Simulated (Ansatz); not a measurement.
# AlH5OSSi: the cost of one run

Program: Ansatz 0.2.0, driven from Python. Level of theory: MP2/cc-pVDZ. These are calculated values, not measurements.

**1. Starting point**

Bond lengths: O1–Si2 1.676 Å, Si2–Al3 2.370 Å, Al3–S4 2.299 Å, O1–H5 0.971 Å, Si2–H6 1.472 Å, Si2–H7 1.460 Å, Al3–H8 1.540 Å, S4–H9 1.427 Å. Angles: O1–Si2–Al3 109.0°, O1–Si2–H6 107.5°, O1–Si2–H7 111.4°, Al3–Si2–H6 110.9°, Al3–Si2–H7 110.0°, H6–Si2–H7 108.2°, Si2–O1–H5 109.7°, Si2–Al3–S4 117.6°, Si2–Al3–H8 119.8°, S4–Al3–H8 122.5°, Al3–S4–H9 87.4°.

The script holds or builds the structure itself.

**2. Script**

Input file alh5ossi_scan.py:

```python
"""Potential curve of AlH5OSSi along one bond."""

import ansatz as az
import numpy as np

system = (
    az.Crystal.molecule()
    .atom("O", (0.1929, 1.9822, -0.4312))
    .atom("Si", (0.2916, 0.9369, 0.8753))
    .atom("Al", (-0.5841, -1.1727, 0.2421))
    .atom("S", (0.4349, -2.2704, -1.5026))
    .atom("H", (0.7361, 1.6449, -1.1623))
    .atom("H", (1.7123, 0.8254, 1.2456))
    .atom("H", (-0.4401, 1.4553, 2.028))
    .atom("H", (-1.736, -1.797, 1.052))
    .atom("H", (-0.5191, -1.6511, -2.3641))
)

symbols = [site.symbol for site in system.cartesian_sites]
start = np.array([site.position_ang for site in system.cartesian_sites])
axis = (start[4] - start[0]) / np.linalg.norm(start[4] - start[0])
moving = [4]
lengths, energies = [0.855, 0.894, 0.932, 0.971, 1.01, 1.049, 1.088, 1.146], []
for length in lengths:
    xyz = start.copy()
    xyz[moving] += (length - np.linalg.norm(start[4] - start[0])) * axis
    point = az.Crystal.molecule()
    for symbol, place in zip(symbols, xyz):
        point = point.atom(symbol, place.tolist())
    setup = point.calculation().basis(gaussian="cc-pVDZ").correlation("mp2")
    r = setup.run(threads=1, backend="cpu").report
    energies.append(r["free_energy_ev"])
    print(f"r = {length:6.3f} A  E = {energies[-1]:.5f} eV  <S^2> = {abs(r['mean_field']['state']['spin_squared']):.3f}")

# quartic fit about the minimum
fit = np.polynomial.Polynomial.fit(lengths, np.array(energies) - min(energies), 4).convert()
roots = [r.real for r in fit.deriv().roots() if abs(r.imag) < 1e-9 and fit.deriv(2)(r.real) > 0]
r_e = min(roots, key=lambda r: abs(r - lengths[int(np.argmin(energies))]))
print(f"minimum of the fit at {r_e:.4f} A, force constant {fit.deriv(2)(r_e):.2f} eV/A^2")
```

**3. The run**

Started as:

```
> python alh5ossi_scan.py
```

**Question.** How long does this script take on 1 thread of Arm Neoverse V2, shared host, and how much memory does it need?

About 13 s, with a peak of 0.24 GiB.
